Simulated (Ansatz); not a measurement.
# UCCSDT/STO-3G run of AlHBr (SMILES [AlH][Br])

Aim: the energy change on altering one bond length of AlHBr at UCCSDT/STO-3G, from 2 runs. 

Program for the calculation: Ansatz 0.2.0.

59 further runs of the same task are left out: 10 that didn't finish, 49 set aside as unsound or not needed.

**1. The system as given**

AlHBr: 3 atoms, total charge 0, spin state doublet. SMILES: `[AlH][Br]`. Geometry: relaxed at PBE0-D4/def2-TZVP.

Bond lengths: Al1–Br2 2.275 Å, Al1–H3 1.602 Å. Angles: Br2–Al1–H3 115.7°.

**2. A single-point energy at UCCSDT/STO-3G**

Contents of job.yaml:

```yaml
crystal:
  periodic: [false, false, false]
  atoms:
    - symbol: Al
      position_ang: [-0.296700, -0.628000, -0.239100]
    - symbol: Br
      position_ang: [1.584500, 0.008600, 0.871100]
    - symbol: H
      position_ang: [-1.298900, 0.554600, -0.645300]
basis:
  gaussian: {orbitals: STO-3G}
magnetization: {spin_polarized: true, initial_magnetization: 1}
correlation: {method: ccsdt, frozen_orbitals: {Al: 5, Br: 9, H: 0}}
accuracy: high
scf: {omitted_lower_state_checks: [cluster_reference, increment]}
```

Run with:

```sh
$ ansatz run job.yaml --threads 1 --pin off --max-ram 2610MiB --events-out events.jsonl --progress --plain --runs-dir runs
```

The program printed, cut to the lines that bear on the results:

```text
Warning: RAYON_NUM_THREADS=1 ignored (pool sized by the plan → 1); use --threads N
Functional definition: HF
  name "HF"
[...]
390 factors; integrals over basis functions are off by at most 1.2e-8 eV
[...]
mean field -75763.76392015 eV, -2784.2669695417 hartree, gradient 8.0e-8 eV, S^2 0.758604; 0 other end points of the search recorded, 0 dependent functions left out
14 core orbitals not correlated: weight in the atoms' cores, before any rotation towards them, 0.999 or more for the frozen orbitals, at most 0.000 for the correlated occupied ones
reference -75763.76392015 eV, -2784.2669695417 hartree; 11, 10 occupied and 3, 4 virtual orbitals, 390 factors
second order -0.61146818 eV of doubles, -0.00000000 eV of singles
cycle   1  -0.78133581 eV  change   -1.7e-1 eV  update   5.1e-2
[...]
cycle  23  -0.94475568 eV  change   -1.3e-9 eV  update   1.6e-9
Total energy: -75764.70867582 eV, -2784.3016886724 hartree
Checks for a lower state left out: cluster_reference, increment
```

Wall time 2.2 s (1 thread of Arm Neoverse V1, shared host); peak memory 0.12 GiB.

**3. The distorted shape, same level**

Contents of in.yaml:

```yaml
crystal:
  periodic: [false, false, false]
  atoms:
    - {symbol: Al, position_ang: [-0.766959, -0.787136, -0.516626]}
    - {symbol: Br, position_ang: [1.584500, 0.008600, 0.871100]}
    - {symbol: H, position_ang: [-1.769159, 0.395464, -0.922826]}
basis:
  gaussian:
    orbitals: STO-3G
magnetization:
  spin_polarized: true
  initial_magnetization: 1
accuracy: high
correlation:
  method: ccsdt
  frozen_orbitals: {Al: 5, Br: 9, H: 0}
scf:
  omitted_lower_state_checks: [cluster_reference, increment]
```

Run with:

```sh
$ ansatz run in.yaml --threads 1 --pin off --max-ram 2610MiB --events-out events.jsonl --progress --plain --runs-dir runs
```

The program printed, cut to the lines that bear on the results:

```text
Warning: RAYON_NUM_THREADS=1 ignored (pool sized by the plan → 1); use --threads N
Functional definition: HF
  name "HF"
[...]
370 factors; integrals over basis functions are off by at most 1.1e-8 eV
[...]
mean field -75761.90074519 eV, -2784.1984991251 hartree, gradient 1.3e-8 eV, S^2 0.782494; 2 other end points of the search recorded, 0 dependent functions left out
14 core orbitals not correlated: weight in the atoms' cores, before any rotation towards them, 1.000 or more for the frozen orbitals, at most 0.000 for the correlated occupied ones
reference -75761.90074519 eV, -2784.1984991251 hartree; 11, 10 occupied and 3, 4 virtual orbitals, 370 factors
second order -0.63995507 eV of doubles, -0.00000000 eV of singles
cycle   1  -0.84821182 eV  change   -2.1e-1 eV  update   6.3e-2
[...]
cycle  34  -1.08074948 eV  change  -8.0e-10 eV  update   2.1e-9
Total energy: -75762.98149467 eV, -2784.2382159360 hartree
Checks for a lower state left out: cluster_reference, increment
```

Wall time 2.7 s (1 thread of Arm Neoverse V1, shared host); peak memory 0.12 GiB.

**4. Outcome**

Level: UCCSDT/STO-3G, 14 core orbitals frozen.

| quantity | value |
| --- | --- |
| first shape: total energy | -2784.30169 Eh |
| first shape: correlation energy (14 core orbitals frozen) | -34.7 mEh |
| first shape: ⟨S²⟩ of the reference determinant | 0.759 |
| first shape: T1 diagnostic | 0.008 |
| distorted shape: total energy | -2784.23822 Eh |
| distorted shape: correlation energy (14 core orbitals frozen) | -39.7 mEh |
| distorted shape: ⟨S²⟩ of the reference determinant | 0.782 |
| distorted shape: T1 diagnostic | 0.014 |
| energy change with the Al1–Br2 bond stretched from 2.275 to 2.844 Å | 1.727 eV |

What this shows: With the Al1–Br2 bond stretched from 2.275 to 2.844 Å the energy rises by 1.73 eV (40 kcal/mol). The first shape isn't relaxed at this level, so the change isn't measured from a minimum. The minimal basis adds a large error of its own.
